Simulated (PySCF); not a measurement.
The system is NMgBrH2, in a box.

```
N Mg Br H
1.0
    13.00000    0.00000    0.00000
     0.00000   13.00000    0.00000
     0.00000    0.00000   12.00000
N Mg Br H
1 1 1 2
Cartesian
  5.3843 7.3386 5.5812
  6.6819 6.1894 6.2915
  8.3017 4.7728 7.2540
  5.1650 8.1939 5.7955
  4.7117 7.0167 4.8860
```

The cell isn't the ideal one: atoms moved at random, drawn with an rms of 0.05 Å.

Base run:

| Item | Value |
| --- | --- |
| Program | PySCF 2.14.0 |
| Functional | TPSS |
| Potentials or basis | pob-tzvp-rev2 (all-electron) |
| k mesh | 1 × 1 × 1 |
| Occupations | fixed |
| Spin | no spin polarisation |

Its results: gap between the frontier levels 5.17 eV.

Question: The run is repeated on the same cell with these changes: functional from TPSS to OLYP. What comes out?

Answer: Gap between the frontier levels 4.91 eV.

TPSS gives the wider gap, since meta-GGAs in the generalised Kohn-Sham scheme recover part of the derivative discontinuity.

Caveats: this is a molecule in a periodic box at the Γ point, so its band gap is the HOMO-LUMO gap; relativity is left out, which matters for the heavier elements; the basis of atomic orbitals isn't converged, which shifts pressures, moduli and gaps; this basis is made for solids and lacks diffuse functions, so gaps of a molecule come out too wide by an eV or more.

